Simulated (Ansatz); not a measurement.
**AsHF₂+ (quartet): from Hartree-Fock to the top rungs, cc-pVDZ**

An exercise on one series of results from a longer session: the logs are not shown, and one member is left open.

Computed with Ansatz 0.2.0, Gaussian basis. Level: cc-pVDZ, core rule «outside noble gas», up to 16 orbitals frozen.

Plan: UHF; CCSD(T) on ROHF; CCSD(T) on UHF; BCCD(T) on ROHF; CISD as a restricted active space (open shells left free, so some higher excitations enter); CCSDT(Q) on ROHF; CCSDT(Q) on UHF.

14 further runs of the same task are left out: 8 for a known fault of the program, 6 set aside as unsound or not needed. Runs told in other sessions of the task aren't counted.

## The system

The geometry is a PBE0/def2-TZVP stationary point (not a proven minimum) of the parent state, kept for this charge and spin. No spin-orbit coupling is included. The filled d shell of As may be among the frozen orbitals whatever the setting's name suggests.

4 atoms, charge 1, spin multiplicity 4.

Atoms are counted from 1 here; the program's logs count them from 0.

Bond lengths: As1–F2 1.793 Å, As1–F3 1.793 Å, As1–H4 1.510 Å. Angles: F2–As1–F3 161.7°, F2–As1–H4 99.2°, F3–As1–H4 99.2°.

Geometry (Å):

```xyz
4

As    0.0000   -0.0820    0.0000
F     0.0000    0.2039   -1.7697
F     0.0000    0.2039    1.7697
H     0.0000   -1.5920    0.0000
```

The first run:

Input file in.yaml:

```yaml
crystal:
  periodic: [false, false, false]
  atoms:
    - {symbol: As, position_ang: [0.000000, -0.081970, 0.000000]}
    - {symbol: F, position_ang: [0.000000, 0.203857, -1.769710]}
    - {symbol: F, position_ang: [0.000000, 0.203857, 1.769710]}
    - {symbol: H, position_ang: [0.000000, -1.591993, 0.000000]}
basis:
  gaussian: {orbitals: cc-pVDZ}
total_charge: 1
magnetization: {spin_polarized: true, initial_magnetization: 3}
hamiltonian: {xc: hf}
output: {orbitals: {seedname: orbitals}}
```

The run is started by

```bash
$ ansatz run in.yaml --threads 1 --pin off --events-out ev --progress --plain --max-ram 4096MiB --backend cpu
```

Steps of the session up to this table: UHF; CCSD(T) on ROHF; CCSD(T) on UHF; BCCD(T) on ROHF; CISD as a restricted active space (open shells left free, so some higher excitations enter); CCSDT(Q) on ROHF; CCSDT(Q) on UHF.

One table of the session follows, with a row left open; its other results are not shown here.

| method | from RCCSDT(Q) (kJ/mol) |
| --- | --- |
| RMP2 | +80.6 |
| UMP2 | +127.8 |
| RCCSD | +58.1 |
| UCCSD | +52.5 |
| RCCSD(T) | +11.9 |
| UCCSD(T) | +12.3 |
| BCCD(T) | +12.7 |
| RCCSDT | +6.8 |
| UCCSDT | ? |
| RCCSDT(Q) | 0 |
| UCCSDT(Q) | -2.8 |

Estimate the missing values for UCCSDT.

As computed: from RCCSDT(Q) (kJ/mol): +5.2. In the column «from RCCSDT(Q) (kJ/mol)» it lies between RCCSDT(Q) (0) and RCCSDT (+6.8).

Not comparable, so not listed: CISD as a restricted active space (open shells left free, so some higher excitations enter) (they don't share determinant, frozen orbitals or solution with the rows shown, or repeat one).

Caveats from the session: The report flags that the cluster equations may have other roots. Left out of the table: ROHF, UHF (another determinant or state than the rows shown). The program flags RCCSD(T), UCCSD(T), BCCD(T), RCCSDT(Q), UCCSDT(Q) as in doubt, so the zero of the table is itself unsure. Warnings: coupled cluster took another determinant than the lowest; large T1 diagnostic. Restricted and unrestricted rows rest on different reference determinants; a gap between their highest levels can come from leftover correlation error, from unlike frozen cores or from another state.
